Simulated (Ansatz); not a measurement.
# SrBiIO2, relaxed

Aim: in SrBiIO2, a database structure at a slightly changed volume, relax cell and atoms, then read levels, charges and fields where it ends.

Computed, not measured: Ansatz 0.2.0, DFT, r2SCAN, no spin polarisation, plane waves, PAW.

## 1. The system as given

It takes space group Cmcm (No. 63, orthorhombic). Conventional cell: a = 5.852 Å, b = 13.488 Å, c = 5.717 Å, α = 90.00°, β = 90.00°, γ = 90.00°. Around I (site symmetry m2m) lie 4 Sr at 3.50 to 3.64 Å and 4 Bi at 3.72 to 3.76 Å. Around O (site symmetry 2) lie 2 Bi at 2.26 Å and 2 Sr at 2.42 Å. Sr (site symmetry m2m) is surrounded by 4 O at 2.42 Å and 2 I at 3.50 Å. Bi (site symmetry m2m) has 4 O at 2.26 Å as nearest neighbours.

Structure file:

```xyz
10
Lattice="5.8521 0.0000 0.0000 2.9260 -6.7439 0.0000 0.0000 0.0000 -5.7166" Properties=species:S:1:pos:R:3 pbc="T T T"
I     5.8521   -3.4461   -4.2874
I     2.9260   -3.2978   -1.4291
O     1.4455    0.0000    0.0000
O     4.4066    0.0000   -2.8583
O     4.4066    0.0000    0.0000
O     1.4455    0.0000   -2.8583
Sr    2.9260   -1.2813   -4.2874
Sr    5.8521   -5.4626   -1.4291
Bi    2.9260   -5.7472   -4.2874
Bi    5.8521   -0.9967   -1.4291
```

The first density is read from a saved solution for the starting cell.

## 2. Relaxing

The input, input.yaml:

```yaml
crystal:
  lattice:
    - [5.852083, 0.0, 0.0]
    - [2.926042, -6.743902, 0.0]
    - [0.0, 0.0, -5.716551]
  atoms:
    - { symbol: I, position: [0.7445, 0.511, 0.75] }
    - { symbol: I, position: [0.2555, 0.489, 0.25] }
    - { symbol: O, position: [0.247, 0.0, 0.0] }
    - { symbol: O, position: [0.753, 0.0, 0.5] }
    - { symbol: O, position: [0.753, 0.0, 0.0] }
    - { symbol: O, position: [0.247, 0.0, 0.5] }
    - { symbol: Sr, position: [0.405, 0.19, 0.75] }
    - { symbol: Sr, position: [0.595, 0.81, 0.25] }
    - { symbol: Bi, position: [0.0739, 0.8522, 0.75] }
    - { symbol: Bi, position: [0.9261, 0.1478, 0.25] }
  symmetry: { tolerance: 0.0003 }
kpoints:
  mp_grid: { grid: [5, 5, 4], shift: [0, 0, 0] }
magnetization:
  spin_polarized: false
scf:
  occupations: { method: cold, width: 0.02 }
  lower_state_search: "off"
hamiltonian:
  pseudopotentials: { kind: paw }
  xc: r2scan
basis:
  ecutwfc: 500
  fft_grid_basis: typed
relax:
  max_steps: 60
  cell: { p_target: 0.0 }
  f_tol: 0.03
output:
  forces: true
  stress: true
  eigenvalues: true
  bader: true
  populations: true
  elf: true
  write_potential: true
  volumetric_format: npy
  dos:
    e_range: [-12, 8]
    de: 0.05
    projected: { site_lists: { Bi: [Bi], I: [I], O: [O], Sr: [Sr] } }
checkpoint:
  read: saved_state
```

Started as:

```
ansatz run input.yaml --threads 2 --pin off --max-ram 3584MiB --backend cpu --events-out ev --progress --plain --runs-dir out
```

Q: Predict the outcome of this session. Wanted: moves; energy gained; largest move; cell; volume; pressure at the end; gap; least direct gap; Bader charges.

**Answer**, as computed:

```
                                      quantity                                                                      value
                                         moves                                                                          3
                                 energy gained                                                              29.4 meV/atom
                                  largest move                                                                 0.10 Å (O)
          space group (0.01 Å), before / after                                                                Cmcm / Cmcm
                                          cell  a = 5.904 Å, b = 7.457 Å, c = 5.767 Å, α = 90.00°, β = 90.00°, γ = 66.68°
                                        volume                                                     23.31 Å³/atom (+3.3 %)
                           pressure at the end                                                                   0.00 GPa
formation energy (elements from separate runs)                                                              -2.02 eV/atom
                                    gap (mesh)                                                          3.35 eV, indirect
                              least direct gap                                                                    3.82 eV
                                 Bader charges                                     I -0.77, O -1.32, Sr +1.61, Bi +1.79 e
```

**Reading.** The volume grew by 3.3 %, and the largest move of an atom is 0.10 Å apart from the change of the cell; the energy fell by 29.4 meV per atom. With 8 symmetry operations imposed, the end may be a saddle point towards distortions that break them. The levels show a gap of 3.35 eV, with the least direct gap at 3.82 eV; within 0.7 eV of the edges the states project mainly on I p (49 %) and O p (36 %) below and Bi p (54 %) above. Spin-orbit coupling is left out, and with elements this heavy it can move the gap by tenths of an eV. Set against separate runs on the elements (solid I2 (Cmce), O2 molecule, Sr fcc, Bi A7 rhombohedral), it forms at -2.02 eV per atom, so it holds against falling apart into elements. Bi loses most charge (+1.79 e on average) and O gains most (-1.32 e).

These are semilocal Kohn-Sham gaps, which aren't the measured quantity. Such gaps usually fall short of the measured ones; spin-orbit coupling, left out here, narrows gaps with Bi, I, so the two errors partly cancel.
